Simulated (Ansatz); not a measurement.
Here is an Ansatz input file for C₄H₈SSi, SMILES [SiH3]SC1=CCC1. Write the same calculation for the Python package.

```yaml
crystal:
  periodic: [false, false, false]
  atoms:
    - { symbol: Si, position_ang: [2.4331, 0.14, -0.7207] }
    - { symbol: S, position_ang: [1.2208, -1.631, -0.6334] }
    - { symbol: C, position_ang: [-0.1787, -0.7341, 0.0306] }
    - { symbol: C, position_ang: [-0.626, -0.4268, 1.3139] }
    - { symbol: C, position_ang: [-1.8002, 0.3025, 0.7508] }
    - { symbol: C, position_ang: [-1.3435, -0.0163, -0.5672] }
    - { symbol: H, position_ang: [2.5693, 0.7073, 0.6293] }
    - { symbol: H, position_ang: [1.7951, 1.1277, -1.6039] }
    - { symbol: H, position_ang: [3.763, -0.202, -1.2463] }
    - { symbol: H, position_ang: [-0.2655, -0.6324, 2.3158] }
    - { symbol: H, position_ang: [-2.7611, -0.1897, 1.0184] }
    - { symbol: H, position_ang: [-1.762, 1.3899, 0.9823] }
    - { symbol: H, position_ang: [-1.0248, 0.8736, -1.1537] }
    - { symbol: H, position_ang: [-2.0194, -0.7086, -1.1159] }
basis:
  gaussian: { orbitals: def2-SVPD }
hamiltonian:
  xc: b3lyp
```

On the command line:
```console
$ ansatz run input.yaml --threads 1 --pin off --max-ram 4096MiB --backend cpu --events-out ev --progress --plain --runs-dir out
Engine: ansatz 0.2.0, x86_64-unknown-linux-gnu
Functional definition: B3LYP
  parameter a0 = 0.2
  parameter ax = 0.72
  parameter ac = 0.81
  exchange = (1 - a0 - ax)*slater_x + ax*b88_x + a0*exact_x
  correlation = (1 - ac)*vwn_rpa_c + ac*lyp_c
1700 factors; their error is unknown
mean field evaluation 1: about -22974.1730 eV, gradient 5.6e1 eV
mean field evaluation 2: about -22962.0736 eV, gradient 8.8e1 eV
mean field evaluation 4: about -22982.2280 eV, gradient 5.4e0 eV
mean field evaluation 8: about -22982.3086 eV, gradient 1.3e-1 eV
mean field evaluation 16: about -22982.3820 eV, gradient 1.7e-4 eV
mean field -22982.38201129 eV, -844.5869608969 hartree, gradient 4.3e-5 eV, S^2 0.000000; 0 other end points of the search recorded, 0 dependent functions left out
reference -22982.38233838 eV, -844.5869729173 hartree; 31, 31 occupied and 164, 164 virtual orbitals, 1700 factors
Total energy: -22982.38233838 eV, -844.5869729173 hartree
```

`run_energy.py`:
```python
'''Electronic structure of the C4H8SSi molecule.'''

import ansatz as az

GEOMETRY = '''
Si    2.43310    0.14000   -0.72070
S     1.22080   -1.63100   -0.63340
C    -0.17870   -0.73410    0.03060
C    -0.62600   -0.42680    1.31390
C    -1.80020    0.30250    0.75080
C    -1.34350   -0.01630   -0.56720
H     2.56930    0.70730    0.62930
H     1.79510    1.12770   -1.60390
H     3.76300   -0.20200   -1.24630
H    -0.26550   -0.63240    2.31580
H    -2.76110   -0.18970    1.01840
H    -1.76200    1.38990    0.98230
H    -1.02480    0.87360   -1.15370
H    -2.01940   -0.70860   -1.11590
'''


def main() -> None:
    molecule = az.Crystal.molecule()
    for line in GEOMETRY.strip().splitlines():
        symbol, *xyz = line.split()
        molecule = molecule.atom(symbol, [float(v) for v in xyz])

    calculation = (
        molecule.calculation()
        .basis(gaussian='def2-SVPD')
        .functional('B3LYP')
    )
    out = calculation.run(threads=1, backend='cpu')
    data = out.report

    print('reference energy %16.6f eV' % data['reference_energy_ev'])
    print('total energy     %16.6f eV' % data['free_energy_ev'])
    print('occupied (up, down):', data['n_occupied'], ' virtual:', data['n_virtual'], ' frozen:', data['n_frozen'])

    field = data['mean_field']
    print('<S^2> =', round(abs(field['state']['spin_squared']), 4), ' relativity:', field['relativity'])
    print('passes:', field['passes'])
    if 'symmetry' in field:
        print('occupied orbitals by irrep:', field['symmetry']['occupied'])


if __name__ == '__main__':
    main()
```

```console
$ python run_energy.py
reference energy    -22982.382338 eV
total energy        -22982.382338 eV
occupied (up, down): [31, 31]  virtual: [164, 164]  frozen: 0
<S^2> = 0.0  relativity: none
passes: {'evaluations': 16, 'products': 14}
occupied orbitals by irrep: [{'A': 31}, {'A': 31}]
```

Notes:
- Total energies depend on the basis set; only differences at equal settings carry meaning.
- The geometry is a force-field or estimated start, not a minimum of this method, and the basis set is short of its limit.
- b3lyp holds the VWN-RPA fit, as in Gaussian; the form of ORCA and Turbomole is b3lyp5.
- Finished in 4 s on 1 thread of AMD EPYC 9R45 96-Core Processor (Zen 5), on a shared host, peak memory 0.49 GiB.

(Lines on the test bed's own set-up are left out of the output.)
